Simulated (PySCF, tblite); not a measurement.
**C₆H₁₄BCl: geometry, infrared bands and NMR shifts**

What infrared bands and NMR shifts should C₆H₁₄BCl (`BC(CC)(CC)CCl`) show?

Programs: tblite 0.8.0 and PySCF 2.14.0, with density-fitted response routines of our own. Each step states its level of theory. These are calculated values for one molecule in the gas phase, unless marked as measured. Atoms are numbered from 0 throughout.

## 1. The starting structure

22 atoms, charge 0, multiplicity 1; geometry from: force field or distance geometry start.

Bonds of the start (Å): B0–C1 1.63, C1–C2 1.57, C2–C3 1.53, C1–C4 1.56, C4–C5 1.54, C1–C6 1.55, C6–Cl7 1.78, B0–H8 1.18, B0–H9 1.19, C2–H10 1.12, C2–H11 1.11, C3–H12 1.11, C3–H13 1.11, C3–H14 1.10, C4–H15 1.11, C4–H16 1.11, C5–H17 1.11, C5–H18 1.11, C5–H19 1.12, C6–H20 1.11, C6–H21 1.11.

## 2. Optimising the geometry with GFN2-xTB

The job: settings as JSON, then the geometry in Å.

```
{"job": {"kind": "relax", "xc": "GFN2-xTB", "basis": "xTB"}, "charge": 0, "multiplicity": 1}
B     -0.090000    -0.049600     1.712100
C     -0.011000    -0.002300     0.088500
C      1.315500    -0.731100    -0.343600
C      2.612400    -0.037600     0.072600
C     -1.212000    -0.807600    -0.485700
C     -2.603300    -0.208100    -0.224200
C     -0.024500     1.480100    -0.372500
Cl     0.078800     1.657200    -2.141700
H     -0.094300    -1.086900     2.280800
H     -0.170500     0.949900     2.347400
H      1.322600    -0.827100    -1.456000
H      1.309800    -1.768600     0.057600
H      3.464100    -0.704500    -0.160700
H      2.636400     0.140800     1.172000
H      2.752400     0.919600    -0.461300
H     -1.098500    -0.899600    -1.582700
H     -1.199200    -1.840500    -0.086900
H     -3.378100    -0.924700    -0.568400
H     -2.736400     0.743000    -0.776400
H     -2.750100    -0.024600     0.867900
H      0.814900     2.050300     0.083000
H     -0.949200     1.991400    -0.022600
```

On the command line:

```sh
$ OMP_NUM_THREADS=1 python probes_run.py task.json out
```

The driver reads the jobs from task.json and runs them one after another.

**Question.** This job is followed by: GFN2-xTB harmonic vibrations, gas phase; GIAO PBE0/pcSseg-1 NMR shielding, non-relativistic, gas phase. Predict these results of the whole session: strongest single infrared mode (GFN2-xTB); zero-point energy (GFN2-xTB); 13C shifts against TMS (PBE0/pcSseg-1, means over atoms taken as alike); 1H shifts against TMS (PBE0/pcSseg-1, means over atoms taken as alike); 11B shifts against BF3·OEt2 (PBE0/pcSseg-1); 35Cl shifts against HCl (PBE0/pcSseg-1).

As calculated:

| quantity | value |
| --- | --- |
| strongest single infrared mode (GFN2-xTB) | 2688 cm⁻¹, 109 km/mol |
| zero-point energy (GFN2-xTB) | 117.6 kcal/mol |
| 13C shifts against TMS (PBE0/pcSseg-1, means over atoms taken as alike) | 54.2, 48.9, 33.4, 14.7 ppm |
| 1H shifts against TMS (PBE0/pcSseg-1, means over atoms taken as alike) | 8.24, 4.39, 2.12, 1.62, 0.63 ppm |
| 11B shifts against BF3·OEt2 (PBE0/pcSseg-1) | 96.8 ppm |
| 35Cl shifts against HCl (PBE0/pcSseg-1) | 28 ppm |

In words: Over 72 steps the energy fell by 0.205 eV; of the close pairs, B0–C1 changed most, 1.626 to 1.591 Å. All 60 modes are real, so the xTB geometry is a minimum. The strongest single mode, at 2688 cm⁻¹, moves mainly H8 and H9. GFN2-xTB is a fitted tight-binding method: band positions and strengths are rough. Its intensities can rank the bands wrongly. At PBE0/pcSseg-1: Shielding is most anisotropic at Cl7 (span 280 ppm, paramagnetic term -227 ppm).
